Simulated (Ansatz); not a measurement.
# Mo2C: the cost of one run

Computed with Ansatz 0.2.0 (DFT PBEsol, scalar-relativistic, plane waves, PAW, unless a step's input says otherwise).

**1. Starting point**

Symmetry: Pbcn, No. 60, orthorhombic system. The conventional cell has a = 4.735 Å, b = 6.025 Å, c = 5.210 Å, α = 90.00°, β = 90.00°, γ = 90.00°. Mo (site symmetry 1) is surrounded by 3 C at 2.09 to 2.12 Å. C (site symmetry 2) has 6 Mo at 2.09 to 2.12 Å as nearest neighbours.

Coordinates:

```cif
data_structure
_symmetry_space_group_name_H-M 'P 1'
_symmetry_Int_Tables_number 1
_cell_length_a 4.7350
_cell_length_b 6.0250
_cell_length_c 5.2100
_cell_angle_alpha 90.000
_cell_angle_beta 90.000
_cell_angle_gamma 90.000
_cell_volume 148.63
loop_
_atom_site_label
_atom_site_type_symbol
_atom_site_fract_x
_atom_site_fract_y
_atom_site_fract_z
_atom_site_occupancy
Mo1 Mo 0.24500 0.12500 0.08300 1
Mo2 Mo 0.25500 0.37500 0.58300 1
Mo3 Mo 0.74500 0.37500 0.91700 1
Mo4 Mo 0.75500 0.12500 0.41700 1
Mo5 Mo 0.75500 0.87500 0.91700 1
Mo6 Mo 0.74500 0.62500 0.41700 1
Mo7 Mo 0.25500 0.62500 0.08300 1
Mo8 Mo 0.24500 0.87500 0.58300 1
C1 C 0.00000 0.37500 0.25000 1
C2 C 0.50000 0.12500 0.75000 1
C3 C 0.00000 0.62500 0.75000 1
C4 C 0.50000 0.87500 0.25000 1
```

The structure rests on an entry of the Crystallography Open Database; cell or positions may have been set otherwise for this series.

**2. Relaxing cell and atoms: Mo2C, no spin**

input.yaml reads:

```yaml
crystal:
  lattice:
    - [4.735, 0.0, 0.0]
    - [0.0, 6.025, 0.0]
    - [0.0, 0.0, 5.21]
  atoms:
    - { symbol: Mo, position: [0.245, 0.125, 0.083] }
    - { symbol: Mo, position: [0.255, 0.375, 0.583] }
    - { symbol: Mo, position: [0.745, 0.375, 0.917] }
    - { symbol: Mo, position: [0.755, 0.125, 0.417] }
    - { symbol: Mo, position: [0.755, 0.875, 0.917] }
    - { symbol: Mo, position: [0.745, 0.625, 0.417] }
    - { symbol: Mo, position: [0.255, 0.625, 0.083] }
    - { symbol: Mo, position: [0.245, 0.875, 0.583] }
    - { symbol: C, position: [0.0, 0.375, 0.25] }
    - { symbol: C, position: [0.5, 0.125, 0.75] }
    - { symbol: C, position: [0.0, 0.625, 0.75] }
    - { symbol: C, position: [0.5, 0.875, 0.25] }
scf:
  occupations: { method: methfessel_paxton, width: 0.1 }
output:
  forces: true
  stress: true
  eigenvalues: true
  write_density: true
  write_potential: true
  elf: true
  volumetric_format: npy
kpoints:
  mp_grid: { grid: [12, 10, 10] }
hamiltonian:
  xc: pbesol
relax:
  f_tol: 0.002
  adjacent_minimum: "off"
  cell: { stress_tol: 0.02 }
```

On the command line:

```console
> ansatz run input.yaml --threads 4 --pin off --max-ram 12288MiB --backend cpu --events-out ev --progress --plain --runs-dir out
```

Q: Estimate wall time and peak memory on 4 threads of AMD EPYC 7R13 (Zen 3), shared host.

About 4.9 min, with a peak of 2.1 GiB.
